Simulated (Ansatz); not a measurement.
**C₂H₅BClF: small, medium and large basis sets**

Aim: see how fast density functionals converge with the basis set for C₂H₅BClF.

The runs use Ansatz 0.2.0, Gaussian basis; one geometry, several basis sets.

Levels to be run: PBE0-D4/def2-SVP; ωB97M-V/def2-SVP; PBE0-D4/def2-QZVPP; ωB97M-V/def2-QZVPP; the functionals' def2-TZVPP values are taken from earlier runs.

## Step 1: Structure used throughout

An earlier PBE0-D4 in a triple-zeta def2 set relaxation fixed the geometry.

10 atoms, charge 0, spin multiplicity 1.

Atoms are counted from 1 here; the program's logs count them from 0.

Bond lengths: B1–C2 1.553 Å, B1–H6 1.192 Å, B1–H7 1.191 Å, C2–C3 1.488 Å, C2–F4 1.338 Å, C2–Cl5 1.947 Å, C3–H8 1.088 Å, C3–H9 1.091 Å, C3–H10 1.094 Å. Angles: C2–B1–H6 117.8°, C2–B1–H7 118.1°, H6–B1–H7 122.7°, B1–C2–C3 127.0°, B1–C2–F4 119.0°, B1–C2–Cl5 72.1°, C3–C2–F4 110.9°, C3–C2–Cl5 109.5°, F4–C2–Cl5 107.6°, C2–C3–H8 110.6°, C2–C3–H9 111.5°, C2–C3–H10 107.2°, H8–C3–H9 110.2°, H8–C3–H10 108.7°, H9–C3–H10 108.5°.

## Step 2: PBE0-D4 in def2-SVP

The input, in.yaml:

```yaml
crystal:
  periodic: [false, false, false]
  atoms:
    - {symbol: B, position_ang: [-1.096445, 0.819150, 0.514264]}
    - {symbol: C, position_ang: [0.223200, 0.007275, 0.409641]}
    - {symbol: C, position_ang: [0.608414, -0.939119, -0.671399]}
    - {symbol: F, position_ang: [0.933782, -0.220839, 1.519732]}
    - {symbol: Cl, position_ang: [0.594028, 1.831349, -0.162458]}
    - {symbol: H, position_ang: [-1.858955, 0.761190, -0.400706]}
    - {symbol: H, position_ang: [-1.397952, 1.266522, 1.575726]}
    - {symbol: H, position_ang: [0.120301, -0.670980, -1.605982]}
    - {symbol: H, position_ang: [1.690442, -0.972085, -0.806590]}
    - {symbol: H, position_ang: [0.266185, -1.933663, -0.369030]}
basis:
  gaussian: {orbitals: def2-SVP}
hamiltonian: {xc: pbe0, dispersion: d4}
output: {orbitals: {seedname: orbitals}}
```

After this run come: ωB97M-V in def2-SVP; PBE0-D4 in def2-QZVPP; ωB97M-V in def2-QZVPP.

**Question.** What will the summary of the whole plan be? Wanted: PBE0-D4: double and triple zeta above quadruple; ωB97M-V: double and triple zeta above quadruple.

The runs gave:

| quantity | value |
| --- | --- |
| PBE0-D4: double and triple zeta above quadruple | 11.41, 0.66 eV |
| ωB97M-V: double and triple zeta above quadruple | 11.58, 0.63 eV |

What this shows: For PBE0-D4 the step from double to triple zeta gains 10.75 eV and the next only 0.66 eV. Total energies overstate the basis error of differences, where much of it tends to cancel. The LUMO of ωB97M-V is positive and keeps falling with the basis (1.63 to 1.06 eV): an unbound level that the basis holds in place.
